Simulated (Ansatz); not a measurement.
# C₂H₇NOSi: a ladder of functionals and wavefunction methods

An exercise on one series of results from a longer session: the logs are not shown, and one member is left open.

Program: Ansatz 0.2.0, Gaussian basis. Level of theory: functionals in def2-TZVPP, the program's frozen cores in correlated methods. These are calculated values, not measurements.

Plan: PBE-D4, r2SCAN-D4, PBE0-D4, B3LYP-D4, ωB97X-V, ωB97M-V, B2PLYP; CCSD(T)/def2-TZVPP; MP2/def2-QZVPP; extrapolation to the limit.

## The geometry

All runs share one geometry, relaxed beforehand with PBE0-D4 in a triple-zeta def2 set.

12 atoms, charge 0, spin multiplicity 1.

Atoms are counted from 1 here; the program's logs count them from 0.

Bond lengths: C1–N2 1.451 Å, C1–H6 1.093 Å, C1–H7 1.093 Å, C1–H8 1.095 Å, N2–Si3 1.703 Å, N2–H9 1.007 Å, Si3–C4 1.928 Å, Si3–H10 1.488 Å, Si3–H11 1.490 Å, C4–O5 1.207 Å, C4–H12 1.121 Å. Angles: N2–C1–H6 110.8°, N2–C1–H7 109.4°, N2–C1–H8 113.1°, H6–C1–H7 107.0°, H6–C1–H8 108.7°, H7–C1–H8 107.6°, C1–N2–Si3 123.2°, C1–N2–H9 113.6°, Si3–N2–H9 117.8°, N2–Si3–C4 114.4°, N2–Si3–H10 109.4°, N2–Si3–H11 110.4°, C4–Si3–H10 106.9°, C4–Si3–H11 105.1°, H10–Si3–H11 110.6°, Si3–C4–O5 122.3°, Si3–C4–H12 118.9°, O5–C4–H12 118.9°.

Coordinates:

```mol
C2H7NOSi
  3D, bonds by distance, orders not assigned

 12 11  0  0  0  0  0  0  0  0999 V2000
   -0.9154    1.1643    0.9629 C   0  0
    0.3484    0.9975    0.2708 N   0  0
    1.0222   -0.5252   -0.0843 Si  0  0
   -0.0072   -1.5813   -1.3268 C   0  0
   -1.0238   -1.1715   -1.8328 O   0  0
   -0.9278    2.1007    1.5275 H   0  0
   -1.0450    0.3535    1.6845 H   0  0
   -1.7797    1.1490    0.2901 H   0  0
    0.5795    1.7663   -0.3379 H   0  0
    2.3690   -0.3398   -0.6882 H   0  0
    1.1107   -1.3546    1.1502 H   0  0
    0.3462   -2.6142   -1.5820 H   0  0
  1  2  8  0
  2  3  8  0
  3  4  8  0
  4  5  8  0
  1  6  8  0
  1  7  8  0
  1  8  8  0
  2  9  8  0
  3 10  8  0
  3 11  8  0
  4 12  8  0
M  END
```

The first run:

The input, in.yaml:

```yaml
crystal:
  periodic: [false, false, false]
  atoms:
    - {symbol: C, position_ang: [-0.915425, 1.164333, 0.962872]}
    - {symbol: N, position_ang: [0.348398, 0.997470, 0.270776]}
    - {symbol: Si, position_ang: [1.022221, -0.525158, -0.084337]}
    - {symbol: C, position_ang: [-0.007226, -1.581314, -1.326815]}
    - {symbol: O, position_ang: [-1.023761, -1.171516, -1.832837]}
    - {symbol: H, position_ang: [-0.927838, 2.100662, 1.527470]}
    - {symbol: H, position_ang: [-1.045005, 0.353519, 1.684483]}
    - {symbol: H, position_ang: [-1.779681, 1.149047, 0.290100]}
    - {symbol: H, position_ang: [0.579505, 1.766348, -0.337871]}
    - {symbol: H, position_ang: [2.369034, -0.339769, -0.688185]}
    - {symbol: H, position_ang: [1.110682, -1.354580, 1.150250]}
    - {symbol: H, position_ang: [0.346196, -2.614242, -1.582006]}
basis:
  gaussian: {orbitals: def2-TZVPP}
hamiltonian: {xc: pbe, dispersion: d4}
output: {forces: true, orbitals: {seedname: orbitals}}
```

Run with:

```
ansatz run in.yaml --threads 4 --pin off --events-out ev --progress --plain --max-ram 10444MiB
```

Among the steps run: PBE-D4 (GGA); r2SCAN-D4 (meta-GGA); PBE0-D4 (hybrid); B3LYP-D4 (hybrid); ωB97X-V (range-separated); ωB97M-V (range-separated); B2PLYP (double hybrid); CCSD(T) in def2-TZVPP; MP2 in def2-QZVPP.

One of the session's tables, all rows but one given; the rest of the session is left out.

| method | atomisation energy (kJ/mol) |
| --- | --- |
| PBE-D4 | 4532.2 |
| r2SCAN-D4 | ? |
| PBE0-D4 | 4434.4 |
| B3LYP-D4 | 4450.9 |
| ωB97X-V | 4458.9 |
| ωB97M-V | 4455.0 |
| B2PLYP | 4395.7 |
| HF/def2-TZVPP | 3140.4 |
| MP2/def2-TZVPP | 4373.0 |
| CCSD/def2-TZVPP | 4242.7 |
| CCSD(T)/def2-TZVPP | 4311.4 |
| MP2/CBS | 4499.1 |
| CCSD(T)/CBS | 4437.4 |

**Question.** Estimate the row for r2SCAN-D4.

**Answer.** atomisation energy (kJ/mol): 4432.5. In the column «atomisation energy (kJ/mol)» it lies between B2PLYP (4395.7) and PBE0-D4 (4434.4).

Limits of these values: Free atoms (2 C, 1 N, 1 Si, 1 O, 7 H) were run apart at each level; the atomisation energy is their sum less the molecule, without zero-point or spin-orbit terms.
